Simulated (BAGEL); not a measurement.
# SiH4S2O (SMILES O[SiH2]SS): HF/cc-pVDZ (density fitting with qzvpp-jkfit)

What is the energy change on altering one bond length of SiH4S2O at HF/cc-pVDZ (density fitting with qzvpp-jkfit)? 

The results are computed with BAGEL 1.2.2.

1 further run of the same task is left out (set aside as unsound or not needed).

## Step 1: Starting point

SiH4S2O has 8 atoms, charge 0, and is taken as a singlet. As SMILES, `O[SiH2]SS`. The shape is that of a PBE0-D4/def2-TZVP optimisation. This is one conformer, not always the lowest.

Bond lengths: O1–Si2 1.637 Å, Si2–S3 2.146 Å, S3–S4 2.068 Å, O1–H5 0.960 Å, Si2–H6 1.484 Å, Si2–H7 1.480 Å, S4–H8 1.347 Å. Angles: O1–Si2–S3 112.9°, Si2–S3–S4 95.0°, O1–Si2–H6 111.0°, O1–Si2–H7 107.0°, S3–Si2–H6 106.9°, S3–Si2–H7 106.6°, Si2–O1–H5 116.1°, S3–S4–H8 98.4°, H6–Si2–H7 112.3°.

## Step 2: The energy at HF/cc-pVDZ (density fitting with qzvpp-jkfit)

File job.json:

```json
{ "bagel": [

{
  "title": "molecule",
  "basis": "cc-pvdz.json",
  "df_basis": "qzvpp-jkfit",
  "angstrom": true,
  "geometry": [
    { "atom": "O", "xyz": [       0.267700,       1.142800,      -1.342000 ] },
    { "atom": "Si", "xyz": [       0.928500,       0.284000,      -0.115400 ] },
    { "atom": "S", "xyz": [       0.155000,      -1.713700,       0.018200 ] },
    { "atom": "S", "xyz": [      -1.811500,      -1.128300,       0.276200 ] },
    { "atom": "H", "xyz": [      -0.681500,       1.279900,      -1.299000 ] },
    { "atom": "H", "xyz": [       0.669200,       0.936800,       1.192300 ] },
    { "atom": "H", "xyz": [       2.374700,       0.159000,      -0.404700 ] },
    { "atom": "H", "xyz": [      -1.810000,      -1.017500,       1.618400 ] }
  ]
},

{
  "title": "hf"
},

{
  "title": "print",
  "file": "orbitals.molden",
  "orbitals": true
}

]}
```

The basis set cc-pVDZ is read from a file made from the Basis Set Exchange's data (not shown).

Started as:

```bash
$ BAGEL_NUM_THREADS=1 BAGEL job.json > job.out
```

What it wrote:

```text
* using 1 threads per process

  ===============================================================
  ===============================================================

  *** Geometry ***

  { "atom" : "O", "xyz" : [      0.505880,      2.159579,     -2.536012 ] },
  { "atom" : "Si", "xyz" : [      1.754611,      0.536682,     -0.218074 ] },
  { "atom" : "S", "xyz" : [      0.292908,     -3.238424,      0.034393 ] },
  { "atom" : "S", "xyz" : [     -3.423239,     -2.132178,      0.521942 ] },
  { "atom" : "H", "xyz" : [     -1.287848,      2.418660,     -2.454754 ] },
  { "atom" : "H", "xyz" : [      1.264605,      1.770295,      2.253120 ] },
  { "atom" : "H", "xyz" : [      4.487533,      0.300466,     -0.764772 ] },
  { "atom" : "H", "xyz" : [     -3.420404,     -1.922796,      3.058333 ] },

  Number of auxiliary basis functions:      533

  Since a DF basis is specified, we compute 2- and 3-index integrals:
    o Being stored without compression. Storage requirement is 0.033 GB

  Number of basis functions:       88
  Number of electrons      :       58

    * METHOD: MOLECULE                             0.25

  *** RHF ***

  === Nuclear Repulsion ===
   286.0654600861

      * DIIS with orbital gradients will be used.

  === RHF iteration (cc-pvdz.json) ===
      0      -1161.04420477          0.01460986           0.09
      1      -1161.17384582          0.01021087           0.09
      2      -1161.25038325          0.00127315           0.09
      3      -1161.25231207          0.00034127           0.09
      4      -1161.25241744          0.00008748           0.09
      5      -1161.25242930          0.00002550           0.09
      6      -1161.25243085          0.00000963           0.09
      7      -1161.25243114          0.00000445           0.09
      8      -1161.25243120          0.00000173           0.09
      9      -1161.25243120          0.00000053           0.09
     10      -1161.25243121          0.00000015           0.09
     11      -1161.25243121          0.00000006           0.09
     12      -1161.25243121          0.00000002           0.09
     13      -1161.25243121          0.00000001           0.09
    * SCF iteration converged.

    * Permanent dipole moment:
           (    0.320533,    -0.396497,    -0.615987) a.u.

    * METHOD: HF                                   1.44

    * METHOD: PRINT                                0.01

  ===============================================================
```

Wall time 1.9 s (1 thread of Arm Neoverse V2, shared host); peak memory 0.14 GiB.

## Step 3: The distorted shape

File input.json:

```json
{ "bagel": [

{
  "title": "molecule",
  "basis": "cc-pvdz.json",
  "df_basis": "qzvpp-jkfit",
  "angstrom": "true",
  "geometry": [
    { "atom": "O", "xyz": [       0.069457,       1.400444,      -1.709986 ] },
    { "atom": "Si", "xyz": [       0.928500,       0.284000,      -0.115400 ] },
    { "atom": "S", "xyz": [       0.155000,      -1.713700,       0.018200 ] },
    { "atom": "S", "xyz": [      -1.811500,      -1.128300,       0.276200 ] },
    { "atom": "H", "xyz": [      -0.879743,       1.537544,      -1.666986 ] },
    { "atom": "H", "xyz": [       0.669200,       0.936800,       1.192300 ] },
    { "atom": "H", "xyz": [       2.374700,       0.159000,      -0.404700 ] },
    { "atom": "H", "xyz": [      -1.810000,      -1.017500,       1.618400 ] }
  ]
},

{ "title": "hf" },

{ "title": "print", "file": "orbitals.molden", "orbitals": "true" }

]}
```

The basis set cc-pVDZ is read from a file made from the Basis Set Exchange's data (not shown).

Started as:

```bash
$ BAGEL_NUM_THREADS=1 BAGEL input.json > input.out
```

What it wrote:

```text
* using 1 threads per process

  ===============================================================
  ===============================================================

  *** Geometry ***

  { "atom" : "O", "xyz" : [      0.131255,      2.646456,     -3.231405 ] },
  { "atom" : "Si", "xyz" : [      1.754611,      0.536682,     -0.218074 ] },
  { "atom" : "S", "xyz" : [      0.292908,     -3.238424,      0.034393 ] },
  { "atom" : "S", "xyz" : [     -3.423239,     -2.132178,      0.521942 ] },
  { "atom" : "H", "xyz" : [     -1.662473,      2.905537,     -3.150147 ] },
  { "atom" : "H", "xyz" : [      1.264605,      1.770295,      2.253120 ] },
  { "atom" : "H", "xyz" : [      4.487533,      0.300466,     -0.764772 ] },
  { "atom" : "H", "xyz" : [     -3.420404,     -1.922796,      3.058333 ] },

  Number of auxiliary basis functions:      533

  Since a DF basis is specified, we compute 2- and 3-index integrals:
    o Being stored without compression. Storage requirement is 0.033 GB

  Number of basis functions:       88
  Number of electrons      :       58

    * METHOD: MOLECULE                             0.25

  *** RHF ***

  === Nuclear Repulsion ===
   272.3204716964

      * DIIS with orbital gradients will be used.

  === RHF iteration (cc-pvdz.json) ===
      0      -1160.93186183          0.01587679           0.09
      1      -1161.03693078          0.01383688           0.09
      2      -1161.18122505          0.00155628           0.09
      3      -1161.18447740          0.00053182           0.09
      4      -1161.18482116          0.00014550           0.09
      5      -1161.18487213          0.00005859           0.09
      6      -1161.18488098          0.00001761           0.09
      7      -1161.18488176          0.00000565           0.09
      8      -1161.18488183          0.00000302           0.09
      9      -1161.18488185          0.00000093           0.09
     10      -1161.18488185          0.00000028           0.09
     11      -1161.18488185          0.00000012           0.08
     12      -1161.18488185          0.00000004           0.09
     13      -1161.18488185          0.00000002           0.09
     14      -1161.18488185          0.00000001           0.09
    * SCF iteration converged.

    * Permanent dipole moment:
           (    0.085840,     0.107245,    -1.217341) a.u.

    * METHOD: HF                                   1.53

    * METHOD: PRINT                                0.01

  ===============================================================
```

It took 2 s on 1 thread of Arm Neoverse V2, shared host; peak memory 0.14 GiB.

## Step 4: What came out

Level: HF/cc-pVDZ (density fitting with qzvpp-jkfit).

| quantity | value |
| --- | --- |
| first shape: total energy | -1161.25243 Eh |
| first shape: dipole moment | 2.03 D |
| first shape: HOMO energy | -10.17 eV |
| first shape: LUMO energy | 2.75 eV |
| first shape: HOMO–LUMO gap | 12.92 eV |
| distorted shape: total energy | -1161.18488 Eh |
| distorted shape: dipole moment | 3.11 D |
| distorted shape: HOMO energy | -10.41 eV |
| distorted shape: LUMO energy | 2.26 eV |
| distorted shape: HOMO–LUMO gap | 12.67 eV |
| energy change with the O1–Si2 bond stretched from 1.637 to 2.128 Å | 1.838 eV |

**Reading.** With the O1–Si2 bond stretched from 1.637 to 2.128 Å the energy rises by 1.84 eV (177 kJ/mol). The first shape isn't relaxed at this level, so the change isn't measured from a minimum.
